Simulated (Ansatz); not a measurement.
**Ta4NiO11 in Ansatz: convergence with k mesh**

Input of the first run (k mesh 2 × 2 × 1); the others differ in this setting and in those tied to it:

The input input.yaml:

```yaml
crystal:
  lattice:
    - [5.29285, -0.00032, -0.02518]
    - [-0.0419, 5.33569, 0.0234]
    - [-0.4762, -0.07999, 7.89609]
  atoms:
    - { symbol: Ta, position: [0.52261, 0.46364, 0.51843] }
    - { symbol: Ta, position: [0.55532, 0.53163, 0.98083] }
    - { symbol: Ta, position: [0.02338, 0.98832, 0.50961] }
    - { symbol: Ta, position: [0.04916, 0.02484, 0.01689] }
    - { symbol: Ni, position: [0.06538, 0.57998, 0.26898], spin: 1.0 }
    - { symbol: O, position: [0.96711, 0.93834, 0.23892] }
    - { symbol: O, position: [0.21005, 0.28324, 0.4299] }
    - { symbol: O, position: [0.27287, 0.71995, 0.06145] }
    - { symbol: O, position: [0.33888, 0.2382, 0.03682] }
    - { symbol: O, position: [0.30665, 0.75341, 0.45874] }
    - { symbol: O, position: [0.50103, 0.44858, 0.74991] }
    - { symbol: O, position: [0.70564, 0.16332, 0.48732] }
    - { symbol: O, position: [0.73302, 0.83358, 0.9406] }
    - { symbol: O, position: [0.85284, 0.36497, 0.07896] }
    - { symbol: O, position: [0.81889, 0.65561, 0.47584] }
    - { symbol: O, position: [0.07718, 0.01239, 0.7468] }
hamiltonian:
  xc: pbe
  pseudopotentials: { kind: paw }
magnetization:
  spin_polarized: true
kpoints:
  mp_grid: { grid: [2, 2, 1] }
scf:
  occupations: { method: fermi_dirac, width: 0.05 }
output:
  forces: true
  stress: true
  eigenvalues: true
```

Potentials or basis: Ansatz PAW.

The run is started by

```console
$ ansatz run input.yaml --threads 8 --pin off --max-ram 20480MiB --backend cpu --events-out ev --progress --plain --runs-dir out
```

The cell was built by a generator and needn't be a form met in nature.

Hardware: 8 threads of Arm Neoverse V1, on a shared host.

Problem. The values tried are 2 × 2 × 1, 2 × 2 × 2, 3 × 3 × 2, 4 × 4 × 3, 5 × 5 × 3, 6 × 6 × 4, 7 × 7 × 5, 8 × 8 × 6, loosest first. From which on does the largest force stay within 0.005 eV/Å of the tightest run that finished?

Solution. From 4 × 4 × 3 on.

```tsv
k mesh	energy less the tightest run, at zero smearing (meV/atom)	pressure (GPa)	largest force (eV/Å)	gap on the mesh (eV)	SCF cycles	CPU time (s)	peak memory (GiB)
2 × 2 × 1	17.28	0.03	0.791	1.337	15	20	0.87
2 × 2 × 2	5.12	0.06	0.126	1.314	15	33	1
3 × 3 × 2	0.51	0.00	0.033	1.360	14	74	1.1
4 × 4 × 3	0.03	0.00	0.010	1.310	14	190	1.4
5 × 5 × 3	0.00	0.00	0.010	1.327	14	290	1.7
6 × 6 × 4	0.00	0.00	0.010	1.305	14	550	2.3
7 × 7 × 5	0.00	0.00	0.010	1.314	14	940	3.2
8 × 8 × 6	0.00	0.00	0.010	1.300	14	1500	4.6
```

Against the tightest run, the energy stays within 1 meV/atom from 3 × 3 × 2 on; the pressure stays within 0.1 GPa from 2 × 2 × 1 on. Not settled before the last step: the gap on the mesh (to 0.01 eV). Meshes of other sizes hit other points, so gaps and Fermi surfaces needn't settle smoothly. The tightest run that finished is the yardstick and may itself not be fully converged.

Caveat, for the tightest run too: the pressure holds a Pulay correction of +0.6 GPa for the finite cutoff; spin-orbit coupling is left out, which moves the levels of the heavy elements; a cell with one magnetic atom can't hold antiferromagnetic order, which such compounds often take.
